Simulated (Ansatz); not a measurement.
# F3GeH3Si: a ladder of functionals and wavefunction methods

One table from this session's results is given with a row withheld; the runs are named, their logs left out.

The runs use Ansatz 0.2.0, Gaussian basis; functionals in def2-TZVPP, the program's frozen cores in correlated methods.

Plan: LDA (SPW92), PBE-D4, revPBE-D4, BLYP-D4, r2SCAN-D4, B97M-V, PBE0-D4, B3LYP-D4, r2SCANh-D4, r2SCAN0-D4, HSE06-D4, BHLYP-D4, CAM-B3LYP-D4, LC-ωPBE, ωB97X-V, ωB97M-V, B2PLYP, PBE-QIDH; CCSD(T)/def2-SVP; CCSD(T)/def2-TZVPP; MP2/def2-QZVPP; extrapolation to the limit; RPA on PBE.

### Structure used throughout

An earlier PBE0-D4 in a triple-zeta def2 set relaxation fixed the geometry.

8 atoms, charge 0, spin multiplicity 1.

Atoms are counted from 1 here; the program's logs count them from 0.

Bond lengths: F1–Si2 1.581 Å, Si2–F3 1.581 Å, Si2–F4 1.581 Å, Si2–Ge5 2.364 Å, Ge5–H6 1.533 Å, Ge5–H7 1.533 Å, Ge5–H8 1.533 Å. Angles: F1–Si2–F3 107.0°, F1–Si2–F4 107.0°, F1–Si2–Ge5 111.9°, F3–Si2–F4 107.0°, F3–Si2–Ge5 111.9°, F4–Si2–Ge5 111.9°, Si2–Ge5–H6 109.1°, Si2–Ge5–H7 109.1°, Si2–Ge5–H8 109.1°, H6–Ge5–H7 109.8°, H6–Ge5–H8 109.9°, H7–Ge5–H8 109.8°.

Set-up of the first run:

Input file in.yaml:

```yaml
crystal:
  periodic: [false, false, false]
  atoms:
    - {symbol: F, position_ang: [1.798406, -0.601907, 1.268659]}
    - {symbol: Si, position_ang: [0.575256, -0.950491, 0.329259]}
    - {symbol: F, position_ang: [-0.359359, -1.938631, 1.135502]}
    - {symbol: F, position_ang: [1.152933, -1.760466, -0.899669]}
    - {symbol: Ge, position_ang: [-0.584346, 0.989956, -0.362396]}
    - {symbol: H, position_ang: [-1.100226, 1.733465, 0.874669]}
    - {symbol: H, position_ang: [-1.763232, 0.579465, -1.251789]}
    - {symbol: H, position_ang: [0.372568, 1.891610, -1.150135]}
basis:
  gaussian: {orbitals: def2-TZVPP}
hamiltonian: {xc: lda}
output: {orbitals: {seedname: orbitals}}
```

Steps of the session up to this table: LDA; PBE-D4 (GGA); revPBE-D4 (GGA); BLYP-D4 (GGA); r2SCAN-D4 (meta-GGA); B97M-V (meta-GGA); PBE0-D4 (hybrid); B3LYP-D4 (hybrid); r2SCANh-D4 (hybrid); r2SCAN0-D4 (hybrid); HSE06-D4 (hybrid); BHLYP-D4 (hybrid); CAM-B3LYP-D4 (range-separated); LC-ωPBE-D4 (range-separated; the results give it without D4); ωB97X-V (range-separated); ωB97M-V (range-separated); B2PLYP (double hybrid); PBE-QIDH (double hybrid).

One table of the session follows, with a row left open; its other results are not shown here.

It belongs to the step «Orbital energies across the functionals». 

```
  functional  HOMO (eV)  gap (eV)
 LDA (SPW92)      -8.13      7.03
      PBE-D4      -7.97      7.11
   revPBE-D4      -7.91      7.15
     BLYP-D4      -7.86      7.14
   r2SCAN-D4      -8.30      7.70
      B97M-V          ?         ?
     PBE0-D4      -9.27      9.23
    B3LYP-D4      -9.06      8.82
  r2SCANh-D4      -8.77      8.46
  r2SCAN0-D4      -9.48      9.60
    HSE06-D4      -8.87      8.45
    BHLYP-D4     -10.48     11.33
CAM-B3LYP-D4     -10.61     11.64
     LC-ωPBE     -11.90     14.09
     ωB97X-V     -11.57     13.63
     ωB97M-V     -11.36     13.17
```

**Question.** Estimate the row for B97M-V.

The run gave: HOMO (eV): -8.39; gap (eV): 7.65. In the column «HOMO (eV)» it lies between r2SCANh-D4 (-8.77) and r2SCAN-D4 (-8.30).
